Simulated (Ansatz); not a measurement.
# C2Cl2GeN2: a spread of methods and bases

How do the results and run time of C2Cl2GeN2 respond when the settings are drawn wide?

The runs use Ansatz 0.2.0, Gaussian basis; the settings change from run to run.

### 1 The molecule

The geometry comes from an earlier relaxation with PBE0-D4 in a triple-zeta def2 set; it is a stationary point, not always the lowest conformer.

SMILES `N#[C][Ge]([Cl])([Cl])[C]#N`, 7 atoms, charge 0, spin multiplicity 1.

Atoms are counted from 1 here; the program's logs count them from 0.

Bond lengths: N1–C2 1.150 Å, C2–Ge3 1.904 Å, Ge3–Cl4 2.106 Å, Ge3–Cl5 2.106 Å, Ge3–C6 1.904 Å, C6–N7 1.150 Å. Angles: N1–C2–Ge3 179.4°, C2–Ge3–Cl4 109.2°, C2–Ge3–Cl5 109.2°, C2–Ge3–C6 108.7°, Cl4–Ge3–Cl5 111.4°, Cl4–Ge3–C6 109.2°, Cl5–Ge3–C6 109.2°, Ge3–C6–N7 179.4°.

### 2 B2PLYP/aug-cc-pVDZ

Set apart from the defaults: charge +1, multiplicity 2, relativity set to none.

Input file in.yaml:

```yaml
crystal:
  periodic: [false, false, false]
  atoms:
    - {symbol: N, position_ang: [1.736941, -1.666348, 1.449510]}
    - {symbol: C, position_ang: [0.986109, -1.114131, 0.775084]}
    - {symbol: Ge, position_ang: [-0.260746, -0.217384, -0.350428]}
    - {symbol: Cl, position_ang: [-2.181958, -1.019068, -0.030807]}
    - {symbol: Cl, position_ang: [0.338738, -0.434871, -2.357720]}
    - {symbol: C, position_ang: [-0.271785, 1.632177, 0.101877]}
    - {symbol: N, position_ang: [-0.286198, 2.751623, 0.366783]}
basis:
  gaussian: {orbitals: aug-cc-pVDZ}
total_charge: 1
magnetization: {spin_polarized: true, initial_magnetization: 1}
hamiltonian: {xc: {name: B2PLYP}, pseudopotentials: {relativity: none}}
```

On the command line:

```sh
$ ansatz run in.yaml --threads 4 --pin off --events-out ev --progress --plain --max-ram 11315MiB
```

The program printed:

```text
Functional definition: B2PLYP
  name "B2PLYP"
  cite "Grimme, J. Chem. Phys. 124, 034108 (2006) doi:10.1063/1.2148954"
  cite "Becke, Phys. Rev. A 38, 3098 (1988) doi:10.1103/PhysRevA.38.3098"
  cite "Lee, Yang & Parr, Phys. Rev. B 37, 785 (1988) doi:10.1103/PhysRevB.37.785"
  parameter a = 0.53
  parameter c = 0.27
  exchange = (1 - a)*b88_x + a*exact_x
  correlation = (1 - c)*lyp_c + c*(mp2_os + mp2_ss)
1886 factors; integrals over basis functions are off by at most 4.9e-4 eV
mean field evaluation 1: about -86564.8596 eV, gradient 4.2e1 eV
mean field evaluation 2: about -86564.9138 eV, gradient 4.2e1 eV
mean field evaluation 4: about -86572.5912 eV, gradient 1.6e1 eV
mean field evaluation 8: about -86573.9209 eV, gradient 4.5e-1 eV
mean field evaluation 16: about -86573.9251 eV, gradient 1.8e-2 eV
mean field evaluation 32: about -86573.9251 eV, gradient 4.8e-4 eV
mean field evaluation 64: about -86573.5222 eV, gradient 5.3e0 eV
mean field evaluation 96: about -86573.5711 eV, gradient 3.0e-1 eV
mean field -86573.92514004 eV, -3181.5330669824 hartree, gradient 7.9e-6 eV, S^2 0.770174; 7 other end points of the search recorded, 0 dependent functions left out
23 core orbitals not correlated: weight in the atoms' cores, before any rotation towards them, 1.000 or more for the frozen orbitals, at most 0.000 for the correlated occupied ones
reference -86573.92536289 eV, -3181.5330751721 hartree; 23, 22 occupied and 136, 137 virtual orbitals, 1886 factors
second order -33.33488267 eV of doubles, -0.00000000 eV of singles
Total energy: -86582.92578122 eV, -3181.8638344447 hartree
```

Wall time 60 s (4 threads of Arm Neoverse V2, shared host); peak memory 1.1 GiB.

⟨S²⟩ 0.770.

### 3 wB97X-V/ANO-RCC-VTZP

Set apart from the defaults: atoms shaken by 0.08 Å, high accuracy.

Input file in.yaml:

```yaml
crystal:
  periodic: [false, false, false]
  atoms:
    - {symbol: N, position_ang: [1.888720, -1.778780, 1.528173]}
    - {symbol: C, position_ang: [1.063707, -1.220171, 0.809580]}
    - {symbol: Ge, position_ang: [-0.135581, -0.118227, -0.356254]}
    - {symbol: Cl, position_ang: [-2.228802, -0.939565, -0.064375]}
    - {symbol: Cl, position_ang: [0.370003, -0.432616, -2.326391]}
    - {symbol: C, position_ang: [-0.241481, 1.550266, 0.156641]}
    - {symbol: N, position_ang: [-0.265448, 2.706644, 0.353593]}
basis:
  gaussian: {orbitals: ANO-RCC-VTZP}
hamiltonian: {xc: {name: wB97X-V}}
accuracy: high
output: {forces: true}
```

The command is unchanged.

The program printed, shortened:

```text
Functional definition: wB97X-V
  name "wB97X-V"
  cite "Mardirossian & Head-Gordon, Phys. Chem. Chem. Phys. 16, 9904 (2014) doi:10.1039/C3CP54374A"
  cite "Becke, J. Chem. Phys. 107, 8554 (1997) doi:10.1063/1.475007"
  cite "Vydrov & Van Voorhis, J. Chem. Phys. 133, 244103 (2010) doi:10.1063/1.3521275"
[...]
      + integral(e_c_pw_opposite_spin*poly(b97_u_opposite, cos0, cos1)) + vv10(b, c)
4097 factors; integrals over basis functions are off by at most 4.3e-9 eV
651 factors; integrals over basis functions are off by at most 1.7e-9 eV
[...]
mean field -87284.09228589 eV, -3207.6312282237 hartree, gradient 6.8e-8 eV, S^2 0.000000; 0 other end points of the search recorded, 0 dependent functions left out
[...]
reference -87284.09228562 eV, -3207.6312282139 hartree; 46, 46 occupied and 185, 185 virtual orbitals, 4097 factors
Total energy: -87284.09228562 eV, -3207.6312282139 hartree
Relativity: scalar
Atom 0 at     1.888720    -1.778780     1.528173 Å, force    -5.276388     3.456190    -4.558593 eV/Å
Atom 1 at     1.063707    -1.220171     0.809580 Å, force     4.405958    -2.420378     3.657460 eV/Å
Atom 2 at    -0.135581    -0.118227    -0.356254 Å, force    -1.381013    -5.630986     0.752060 eV/Å
Atom 3 at    -2.228802    -0.939565    -0.064375 Å, force     1.882111     0.673895    -0.216743 eV/Å
Atom 4 at     0.370003    -0.432616    -2.326391 Å, force     0.304465     0.044409    -0.666162 eV/Å
Atom 5 at    -0.241481     1.550266     0.156641 Å, force     0.072870     6.759561     1.401851 eV/Å
Atom 6 at    -0.265448     2.706644     0.353593 Å, force    -0.008003    -2.882690    -0.369873 eV/Å
Dipole moment:    -0.082910     0.084954    -0.449930 e Å
```

Run time: 5.2 min. Hardware: 4 threads of Arm Neoverse V2, shared host; peak memory 2.5 GiB.

Largest force 7.782 eV/Å, dipole 2.24 D.

### 4 revPBE/ANO-RCC-VTZP

Set apart from the defaults: D3(BJ) with three-body dispersion, the search for lower states set to off.

Input file in.yaml:

```yaml
crystal:
  periodic: [false, false, false]
  atoms:
    - {symbol: N, position_ang: [1.736941, -1.666348, 1.449510]}
    - {symbol: C, position_ang: [0.986109, -1.114131, 0.775084]}
    - {symbol: Ge, position_ang: [-0.260746, -0.217384, -0.350428]}
    - {symbol: Cl, position_ang: [-2.181958, -1.019068, -0.030807]}
    - {symbol: Cl, position_ang: [0.338738, -0.434871, -2.357720]}
    - {symbol: C, position_ang: [-0.271785, 1.632177, 0.101877]}
    - {symbol: N, position_ang: [-0.286198, 2.751623, 0.366783]}
basis:
  gaussian: {orbitals: ANO-RCC-VTZP}
hamiltonian: {xc: {name: revPBE}, dispersion: d3bjatm}
scf: {lower_state_search: off}
```

The command is unchanged.

The program printed, shortened:

```text
Functional definition: revPBE
  name "revPBE"
  cite "Zhang & Yang, Phys. Rev. Lett. 80, 890 (1998) doi:10.1103/PhysRevLett.80.890"
  cite "Perdew, Burke & Ernzerhof, Phys. Rev. Lett. 77, 3865 (1996) doi:10.1103/PhysRevLett.77.3865"
[...]
1961 factors; their error is unknown
[...]
mean field -87285.97136651 eV, -3207.7002831628 hartree, gradient 2.1e-6 eV, S^2 0.000000; 0 other end points of the search recorded, 0 dependent functions left out
reference -87285.97144665 eV, -3207.7002861079 hartree; 46, 46 occupied and 185, 185 virtual orbitals, 1961 factors
Total energy: -87286.54841409 eV, -3207.7214892704 hartree
Relativity: scalar
Checks for a lower state left out: stability, starts, cluster_reference, orbital_swaps, neighbouring_geometries, increment
```

Wall time 3.5 s (4 threads of Arm Neoverse V2, shared host); peak memory 0.53 GiB.

### 5 wB97X-V/ANO-RCC-VTZP

Set apart from the defaults: high accuracy.

Edit in.yaml of step 4 so:

```diff
@@ -12,3 +12,3 @@
   gaussian: {orbitals: ANO-RCC-VTZP}
-hamiltonian: {xc: {name: revPBE}, dispersion: d3bjatm}
-scf: {lower_state_search: off}
+hamiltonian: {xc: {name: wB97X-V}}
+accuracy: high
```

Launched as before.

The program printed, shortened:

```text
Functional definition: wB97X-V
  name "wB97X-V"
  cite "Mardirossian & Head-Gordon, Phys. Chem. Chem. Phys. 16, 9904 (2014) doi:10.1039/C3CP54374A"
  cite "Becke, J. Chem. Phys. 107, 8554 (1997) doi:10.1063/1.475007"
  cite "Vydrov & Van Voorhis, J. Chem. Phys. 133, 244103 (2010) doi:10.1063/1.3521275"
[...]
      + integral(e_c_pw_opposite_spin*poly(b97_u_opposite, cos0, cos1)) + vv10(b, c)
4106 factors; integrals over basis functions are off by at most 4.3e-9 eV
646 factors; integrals over basis functions are off by at most 2.0e-9 eV
[...]
mean field -87285.09368598 eV, -3207.6680289982 hartree, gradient 4.5e-8 eV, S^2 0.000000; 0 other end points of the search recorded, 0 dependent functions left out
reference -87285.09368571 eV, -3207.6680289884 hartree; 46, 46 occupied and 185, 185 virtual orbitals, 4106 factors
Total energy: -87285.09368571 eV, -3207.6680289884 hartree
Relativity: scalar
```

Run time: 2.4 min. Hardware: 4 threads of Arm Neoverse V2, shared host; peak memory 2.5 GiB.

### 6 revPBE0/aug-cc-pVDZ

Set apart from the defaults: D4 dispersion, the search for lower states set to off.

Edit in.yaml of step 5 so:

```diff
@@ -11,4 +11,5 @@
 basis:
-  gaussian: {orbitals: ANO-RCC-VTZP}
-hamiltonian: {xc: {name: wB97X-V}}
-accuracy: high
+  gaussian: {orbitals: aug-cc-pVDZ}
+hamiltonian: {xc: {name: revPBE0}, dispersion: d4}
+scf: {lower_state_search: off}
+output: {forces: true}
```

Launched as before.

The program printed, shortened:

```text
Functional definition: revPBE0
  name "revPBE0"
  cite "Zhang & Yang, Phys. Rev. Lett. 80, 890 (1998) doi:10.1103/PhysRevLett.80.890"
  cite "Adamo & Barone, J. Chem. Phys. 110, 6158 (1999) doi:10.1063/1.478522"
  cite "Perdew, Burke & Ernzerhof, Phys. Rev. Lett. 77, 3865 (1996) doi:10.1103/PhysRevLett.77.3865"
[...]
1886 factors; integrals over basis functions are off by at most 4.9e-4 eV
[...]
mean field -86608.04252826 eV, -3182.7868578738 hartree, gradient 8.2e-6 eV, S^2 0.000000; 0 other end points of the search recorded, 0 dependent functions left out
[...]
reference -86608.04260161 eV, -3182.7868605693 hartree; 46, 46 occupied and 136, 136 virtual orbitals, 1886 factors
Total energy: -86608.64589160 eV, -3182.8090310675 hartree
Atom 0 at     1.736941    -1.666348     1.449510 Å, force     0.970061    -0.710774     0.872236 eV/Å
Atom 1 at     0.986109    -1.114131     0.775084 Å, force    -0.886627     0.640210    -0.799673 eV/Å
Atom 2 at    -0.260746    -0.217384    -0.350428 Å, force     0.162811     0.125710     0.208228 eV/Å
Atom 3 at    -2.181958    -1.019068    -0.030807 Å, force    -0.340804    -0.143274     0.052216 eV/Å
Atom 4 at     0.338738    -0.434871    -2.357720 Å, force     0.102250    -0.040618    -0.356818 eV/Å
Atom 5 at    -0.271785     1.632177     0.101877 Å, force     0.009501    -1.316416    -0.320081 eV/Å
Atom 6 at    -0.286198     2.751623     0.366783 Å, force    -0.017192     1.445162     0.343892 eV/Å
Dipole moment:    -0.280945    -0.216461    -0.358471 e Å
Checks for a lower state left out: stability, starts, cluster_reference, orbital_swaps, neighbouring_geometries, increment
```

Run time: 4.1 s. Hardware: 4 threads of Arm Neoverse V2, shared host; peak memory 0.59 GiB.

Largest force 1.486 eV/Å, dipole 2.42 D.

### 7 B3LYP/cc-pVTZ

This run has charge -1, multiplicity 2.

Edit in.yaml of step 6 so:

```diff
@@ -11,5 +11,6 @@
 basis:
-  gaussian: {orbitals: aug-cc-pVDZ}
-hamiltonian: {xc: {name: revPBE0}, dispersion: d4}
-scf: {lower_state_search: off}
+  gaussian: {orbitals: cc-pVTZ}
+total_charge: -1
+magnetization: {spin_polarized: true, initial_magnetization: 1}
+hamiltonian: {xc: {name: B3LYP}}
 output: {forces: true}
```

Same command.

The program printed, shortened:

```text
Functional definition: B3LYP
  name "B3LYP"
  cite "Stephens, Devlin, Chabalowski & Frisch, J. Phys. Chem. 98, 11623 (1994) doi:10.1021/j100096a001"
  cite "Becke, Phys. Rev. A 38, 3098 (1988) doi:10.1103/PhysRevA.38.3098"
  cite "Lee, Yang & Parr, Phys. Rev. B 37, 785 (1988) doi:10.1103/PhysRevB.37.785"
  cite "Vosko, Wilk & Nusair, Can. J. Phys. 58, 1200 (1980) doi:10.1139/p80-159"
[...]
1668 factors; their error is unknown
[...]
mean field -86624.87407755 eV, -3183.4054059016 hartree, gradient 2.6e-7 eV, S^2 0.753306; 3 other end points of the search recorded, 0 dependent functions left out
[...]
reference -86624.87433892 eV, -3183.4054155067 hartree; 47, 46 occupied and 184, 185 virtual orbitals, 1668 factors
Total energy: -86624.87433892 eV, -3183.4054155067 hartree
Atom 0 at     1.736941    -1.666348     1.449510 Å, force     1.100313    -1.222012     0.884432 eV/Å
Atom 1 at     0.986109    -1.114131     0.775084 Å, force    -0.843192     1.597757    -0.510733 eV/Å
Atom 2 at    -0.260746    -0.217384    -0.350428 Å, force     0.972951     0.749942     1.244421 eV/Å
Atom 3 at    -2.181958    -1.019068    -0.030807 Å, force    -3.057375    -1.141867     1.053741 eV/Å
Atom 4 at     0.338738    -0.434871    -2.357720 Å, force     1.450074    -0.097920    -3.109891 eV/Å
Atom 5 at    -0.271785     1.632177     0.101877 Å, force     0.678179    -1.723130     0.303685 eV/Å
Atom 6 at    -0.286198     2.751623     0.366783 Å, force    -0.300950     1.837230     0.134346 eV/Å
Dipole moment:    -0.379236    -0.291991    -0.483599 e Å
```

It took 39 s on 4 threads of Arm Neoverse V2, shared host; peak memory 1.8 GiB.

Largest force 3.433 eV/Å, ⟨S²⟩ 0.753.

### 8 B97/pcseg-2

Options: charge +1, multiplicity 2, relativity set to none.

Edit in.yaml of step 7 so:

```diff
@@ -11,6 +11,5 @@
 basis:
-  gaussian: {orbitals: cc-pVTZ}
-total_charge: -1
+  gaussian: {orbitals: pcseg-2}
+total_charge: 1
 magnetization: {spin_polarized: true, initial_magnetization: 1}
-hamiltonian: {xc: {name: B3LYP}}
-output: {forces: true}
+hamiltonian: {xc: {name: B97}, pseudopotentials: {relativity: none}}
```

Same command.

The program printed, shortened:

```text
Functional definition: B97
  name "B97"
  cite "Becke, J. Chem. Phys. 107, 8554 (1997) doi:10.1063/1.475007"
[...]
      + integral(e_c_pw_opposite_spin*poly(b97_u_opposite, cos0, cos1, cos2))
1550 factors; their error is unknown
[...]
mean field -86602.63554450 eV, -3182.5881548858 hartree, gradient 6.4e-6 eV, S^2 0.755191; 10 other end points of the search recorded, 0 dependent functions left out
reference -86602.63557225 eV, -3182.5881559056 hartree; 46, 45 occupied and 185, 186 virtual orbitals, 1550 factors
Total energy: -86602.63557225 eV, -3182.5881559056 hartree
```

It took 3.1 min on 4 threads of Arm Neoverse V2, shared host; peak memory 1.7 GiB.

⟨S²⟩ 0.755.

### 9 B3LYP/def2-mTZVPP

Options: charge +1, multiplicity 2, D4 dispersion.

Edit in.yaml of step 8 so:

```diff
@@ -11,5 +11,5 @@
 basis:
-  gaussian: {orbitals: pcseg-2}
+  gaussian: {orbitals: def2-mTZVPP}
 total_charge: 1
 magnetization: {spin_polarized: true, initial_magnetization: 1}
-hamiltonian: {xc: {name: B97}, pseudopotentials: {relativity: none}}
+hamiltonian: {xc: {name: B3LYP}, dispersion: d4}
```

The command is unchanged.

The program printed, shortened:

```text
Functional definition: B3LYP
  name "B3LYP"
  cite "Stephens, Devlin, Chabalowski & Frisch, J. Phys. Chem. 98, 11623 (1994) doi:10.1021/j100096a001"
  cite "Becke, Phys. Rev. A 38, 3098 (1988) doi:10.1103/PhysRevA.38.3098"
  cite "Lee, Yang & Parr, Phys. Rev. B 37, 785 (1988) doi:10.1103/PhysRevB.37.785"
  cite "Vosko, Wilk & Nusair, Can. J. Phys. 58, 1200 (1980) doi:10.1139/p80-159"
[...]
1598 factors; integrals over basis functions are off by at most 1.2e-3 eV
[...]
mean field -86610.28054329 eV, -3182.8691034092 hartree, gradient 2.0e-6 eV, S^2 0.754835; 10 other end points of the search recorded, 0 dependent functions left out
reference -86610.28083551 eV, -3182.8691141481 hartree; 46, 45 occupied and 130, 131 virtual orbitals, 1598 factors
Total energy: -86610.69336746 eV, -3182.8842744175 hartree
```

It took 52 s on 4 threads of Arm Neoverse V2, shared host; peak memory 1.1 GiB.

⟨S²⟩ 0.755.

### 10 HF/def2-TZVPP

Edit in.yaml of step 9 so:

```diff
@@ -11,5 +11,4 @@
 basis:
-  gaussian: {orbitals: def2-mTZVPP}
-total_charge: 1
-magnetization: {spin_polarized: true, initial_magnetization: 1}
-hamiltonian: {xc: {name: B3LYP}, dispersion: d4}
+  gaussian: {orbitals: def2-TZVPP}
+hamiltonian: {xc: {name: HF}}
+output: {forces: true}
```

Launched as before.

The program printed, shortened:

```text
Functional definition: HF
  name "HF"
  cite "Fock, Z. Phys. 61, 126 (1930) doi:10.1007/BF01340294"
  parent pbe
[...]
2025 factors; their error is unknown
[...]
mean field -86509.77664154 eV, -3179.1756531439 hartree, gradient 2.5e-5 eV, S^2 0.000000; 0 other end points of the search recorded, 0 dependent functions left out
[...]
reference -86509.77664154 eV, -3179.1756531439 hartree; 46, 46 occupied and 210, 210 virtual orbitals, 2025 factors
Total energy: -86509.77664154 eV, -3179.1756531439 hartree
Atom 0 at     1.736941    -1.666348     1.449510 Å, force    -2.068574     1.527606    -1.856238 eV/Å
Atom 1 at     0.986109    -1.114131     0.775084 Å, force     2.235206    -1.640730     2.008225 eV/Å
Atom 2 at    -0.260746    -0.217384    -0.350428 Å, force    -0.186317    -0.143470    -0.237521 eV/Å
Atom 3 at    -2.181958    -1.019068    -0.030807 Å, force     0.027636     0.010877    -0.007466 eV/Å
Atom 4 at     0.338738    -0.434871    -2.357720 Å, force    -0.011266     0.001827     0.028397 eV/Å
Atom 5 at    -0.271785     1.632177     0.101877 Å, force    -0.040123     3.330811     0.790621 eV/Å
Atom 6 at    -0.286198     2.751623     0.366783 Å, force     0.043437    -3.086921    -0.726017 eV/Å
Dipole moment:    -0.295944    -0.228008    -0.377593 e Å
```

It took 5.5 s on 4 threads of Arm Neoverse V2, shared host; peak memory 1.1 GiB.

Largest force 3.424 eV/Å, dipole 2.55 D.

### 11 The runs in one table

```csv
level,charge,multiplicity,geometry,functions,energy (eV),time
B2PLYP/aug-cc-pVDZ,1,2,relaxed,182,-86582.926,60 s
wB97X-V/ANO-RCC-VTZP,0,1,shaken,231,-87284.092,5.2 min
revPBE/ANO-RCC-VTZP,0,1,relaxed,231,-87286.548,3.5 s
wB97X-V/ANO-RCC-VTZP,0,1,relaxed,231,-87285.094,2.4 min
revPBE0/aug-cc-pVDZ,0,1,relaxed,182,-86608.646,4.1 s
B3LYP/cc-pVTZ,-1,2,relaxed,231,-86624.874,39 s
B97/pcseg-2,1,2,relaxed,231,-86602.636,3.1 min
B3LYP/def2-mTZVPP,1,2,relaxed,176,-86610.693,52 s
HF/def2-TZVPP,0,1,relaxed,256,-86509.777,5.5 s
```

### 12 Results

```
                                         quantity                          value
                                             runs                              9
                                         quickest     revPBE/ANO-RCC-VTZP, 3.5 s
                                          slowest  wB97X-V/ANO-RCC-VTZP, 5.2 min
spread of total energies, same state and geometry                       776.8 eV
                  dipole, same state and geometry                 2.42 to 2.55 D
```

What this shows: wB97X-V/ANO-RCC-VTZP took 89 times as long as revPBE/ANO-RCC-VTZP. The jobs differ in tasks and options as well as level. The totals spread over 777 eV; they can't be compared across methods or bases. Some of these runs are scalar-relativistic and others not, which shifts the totals of all-electron atoms past neon by several eV an atom and more; core potentials, where a basis has them, take the core out of the total altogether. At the PBE0-D4/def2-TZVP geometry and in the same state, the sound runs without point charges leave forces up to 3.42 eV/Å (HF/def2-TZVPP), against 7.8 eV/Å where the atoms were moved.
